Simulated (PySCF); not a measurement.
# SrBr: spin, charge, geometry and surroundings

One physical setting of the base script is moved in each run, with the edits that it forces.

Computed with PySCF 2.14.0. Level: method and basis as typed in the scripts.

6 further runs of the same task are left out: 1 for a known fault of the program, 5 that didn't finish.

**1. Starting geometry**

SrBr: 2 atoms, charge 0, spin multiplicity 2.

Bond lengths: Sr1–Br2 2.627 Å.

**2. Base script**

The input, input.py:

```python
from pyscf import gto, scf, mp

mol = gto.M(
    atom='Sr 0 0 0; Br 0 0 2.627',
    basis='def2-svp',
    ecp={'Sr': 'def2-svp'},
    charge=0,
    spin=1,
    symmetry=True,
    verbose=4,
)
mf = scf.UHF(mol)
mf.kernel()
mp.MP2(mf, frozen=9).kernel()
mf.dip_moment()
print('orbital energies (hartree):', [e[max(0, n-3):n+3].round(4) for e, n in zip(mf.mo_energy, mol.nelec)])
```

Launch:

```sh
$ OMP_NUM_THREADS=1 python input.py
```

The log of this run is left out.

It gives: E(SCF) = -2602.536850 Eh, 12 cycles, E(MP2) − E(SCF) = -0.29985 Eh, ⟨S²⟩ = 0.751, μ = 3.95 D (of the SCF density).

The bond length is a typed value, not an optimised one.

**3. Bond 5.254 Å**

Variant 1 changes bond length: 2.627 Å → 5.254 Å.

The input, input.py:

```python
from pyscf import gto, scf, mp

mol = gto.M(
    atom='Sr 0 0 0; Br 0 0 5.254',
    basis='def2-svp',
    ecp={'Sr': 'def2-svp'},
    charge=0,
    spin=1,
    symmetry=True,
    verbose=4,
)
mf = scf.UHF(mol)
mf.kernel()
mp.MP2(mf, frozen=9).kernel()
mf.dip_moment()
print('orbital energies (hartree):', [e[max(0, n-3):n+3].round(4) for e, n in zip(mf.mo_energy, mol.nelec)])
```

Launch:

```sh
$ OMP_NUM_THREADS=1 python input.py
```

**4. Bond 2.811 Å**

Variant 2 changes bond length: 2.627 Å → 2.811 Å.

Changes to input.py since step 2:

```diff
@@ -3,3 +3,3 @@
 mol = gto.M(
-    atom='Sr 0 0 0; Br 0 0 2.627',
+    atom='Sr 0 0 0; Br 0 0 2.811',
     basis='def2-svp',
```

**5. Charge +1 (singlet)**

Variant 3 changes charge: 0 → 1; spin (2S): 1 → 0.

Changes to input.py since step 2:

```diff
@@ -6,4 +6,4 @@
     ecp={'Sr': 'def2-svp'},
-    charge=0,
-    spin=1,
+    charge=1,
+    spin=0,
     symmetry=True,
```

**6. Bond 2.548 Å**

Variant 4 changes bond length: 2.627 Å → 2.548 Å.

Changes to input.py since step 2:

```diff
@@ -3,3 +3,3 @@
 mol = gto.M(
-    atom='Sr 0 0 0; Br 0 0 2.627',
+    atom='Sr 0 0 0; Br 0 0 2.548',
     basis='def2-svp',
```

**7. Bond 2.706 Å**

Variant 5 changes bond length: 2.627 Å → 2.706 Å.

Changes to input.py since step 2:

```diff
@@ -3,3 +3,3 @@
 mol = gto.M(
-    atom='Sr 0 0 0; Br 0 0 2.627',
+    atom='Sr 0 0 0; Br 0 0 2.706',
     basis='def2-svp',
```

What does the calculation give? Wanted: for each run, E(SCF); from base; gap, α spin; SCF dipole; after the SCF.

**Answer**, as computed:

| run | E(SCF) (hartree) | from base (eV) | cycles | gap, α spin (eV) | SCF dipole (D) | after the SCF |
| --- | --- | --- | --- | --- | --- | --- |
| base | -2602.536850 | 0 | 12 | 5.71 | 3.95 | MP2 correlation -8.159 eV, core frozen |
| bond 5.254 Å | -2602.434540 | +2.7840 | 15 | 5.47 | 20.02 | MP2 correlation -7.855 eV, core frozen |
| bond 2.811 Å | -2602.543849 | -0.1905 | 12 | 5.82 | 4.90 | MP2 correlation -8.087 eV, core frozen |
| charge +1 (singlet) | -2602.344623 | +5.2308 | 11 | 9.32 | n/a | MP2 correlation -7.951 eV, core frozen |
| bond 2.548 Å | -2602.529215 | +0.2078 | 12 | 5.67 | 3.57 | MP2 correlation -8.198 eV, core frozen |
| bond 2.706 Å | -2602.541408 | -0.1240 | 12 | 5.76 | 4.35 | MP2 correlation -8.125 eV, core frozen |

**Reading.** The largest comparable shift of the SCF energy, +2.784 eV, comes with the run “bond 5.254 Å”. At the SCF level, going to the singlet with one electron fewer costs 5.23 eV at fixed geometry.
